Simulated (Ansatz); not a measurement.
# MoCl3F3: a ladder of functionals and wavefunction methods

An exercise on one series of results from a longer session: the logs are not shown, and one member is left open.

The runs use Ansatz 0.2.0, Gaussian basis; functionals in def2-TZVPP, the program's frozen cores in correlated methods.

Levels to be run: LDA (SPW92), PBE-D4, revPBE-D4, BLYP-D4, r2SCAN-D4, B97M-V, PBE0-D4, B3LYP-D4, r2SCANh-D4, r2SCAN0-D4, HSE06-D4, BHLYP-D4, CAM-B3LYP-D4, LC-ωPBE, ωB97X-V, ωB97M-V, B2PLYP, PBE-QIDH; CCSD(T)/def2-SVP; MP2/def2-TZVPP; MP2/def2-QZVPP; RPA on PBE.

## The geometry

An earlier PBE0-D4 in a triple-zeta def2 set relaxation fixed the geometry. Mo takes the def2 core potential; no spin-orbit term is included.

7 atoms, charge 0, spin multiplicity 1.

Atoms are counted from 1 here; the program's logs count them from 0.

Bond lengths: F1–Mo2 1.837 Å, Mo2–F3 1.837 Å, Mo2–F4 1.837 Å, Mo2–Cl5 2.252 Å, Mo2–Cl6 2.253 Å, Mo2–Cl7 2.253 Å. Angles: F1–Mo2–F3 87.2°, F1–Mo2–F4 87.2°, F1–Mo2–Cl5 89.9°, F1–Mo2–Cl6 89.9°, F1–Mo2–Cl7 175.9°, F3–Mo2–F4 87.2°, F3–Mo2–Cl5 175.9°, F3–Mo2–Cl6 89.9°, F3–Mo2–Cl7 89.9°, F4–Mo2–Cl5 89.9°, F4–Mo2–Cl6 175.9°, F4–Mo2–Cl7 89.9°, Cl5–Mo2–Cl6 92.9°, Cl5–Mo2–Cl7 92.9°, Cl6–Mo2–Cl7 92.9°.

Set-up of the first run:

Contents of in.yaml:

```yaml
crystal:
  periodic: [false, false, false]
  atoms:
    - {symbol: F, position_ang: [-1.383813, -0.041524, -1.252450]}
    - {symbol: Mo, position_ang: [-0.029407, -0.044198, -0.011235]}
    - {symbol: F, position_ang: [-1.302296, -0.470105, 1.243121]}
    - {symbol: F, position_ang: [0.133029, -1.846817, -0.326221]}
    - {symbol: Cl, position_ang: [1.463118, 0.370918, -1.646395]}
    - {symbol: Cl, position_ang: [-0.387508, 2.145584, 0.376659]}
    - {symbol: Cl, position_ang: [1.568078, -0.181959, 1.570823]}
basis:
  gaussian: {orbitals: def2-TZVPP}
hamiltonian: {xc: lda}
output: {orbitals: {seedname: orbitals}}
```

The run is started by

```sh
$ ansatz run in.yaml --threads 4 --pin off --events-out ev --progress --plain --max-ram 11315MiB
```

Among the steps run: LDA; PBE-D4 (GGA); revPBE-D4 (GGA); BLYP-D4 (GGA); r2SCAN-D4 (meta-GGA); B97M-V (meta-GGA); B3LYP-D4 (hybrid); r2SCANh-D4 (hybrid); r2SCAN0-D4 (hybrid); HSE06-D4 (hybrid); BHLYP-D4 (hybrid); CAM-B3LYP-D4 (range-separated); LC-ωPBE (range-separated); ωB97X-V (range-separated); ωB97M-V (range-separated); B2PLYP (double hybrid); PBE-QIDH (double hybrid).

One table of the session follows, with a row left open; its other results are not shown here.

It belongs to the step «Frontier levels by functional». 

| functional | HOMO (eV) | LUMO (eV) | gap (eV) |
| --- | --- | --- | --- |
| LDA (SPW92) | -8.59 | -6.23 | 2.36 |
| PBE-D4 | -8.41 | -6.04 | 2.38 |
| revPBE-D4 | -8.35 | -5.96 | 2.39 |
| BLYP-D4 | -8.26 | -5.93 | 2.32 |
| r2SCAN-D4 | -8.81 | -6.22 | 2.60 |
| B97M-V | -8.91 | -6.25 | 2.66 |
| PBE0-D4 | -9.83 | -5.66 | 4.17 |
| B3LYP-D4 | -9.56 | -5.81 | 3.75 |
| r2SCANh-D4 | -9.33 | -6.05 | 3.28 |
| r2SCAN0-D4 | -10.10 | -5.77 | 4.33 |
| HSE06-D4 | -9.43 | -6.03 | 3.41 |
| BHLYP-D4 | -11.10 | -5.10 | 6.00 |
| CAM-B3LYP-D4 | -11.14 | -4.75 | 6.40 |
| LC-ωPBE | -12.49 | -3.76 | 8.73 |
| ωB97X-V | ? | ? | ? |
| ωB97M-V | -11.97 | -3.73 | 8.24 |

Estimate the missing values for ωB97X-V.

As computed: HOMO (eV): -12.13; LUMO (eV): -3.78; gap (eV): 8.36. In the column «HOMO (eV)» it lies between LC-ωPBE (-12.49) and ωB97M-V (-11.97).
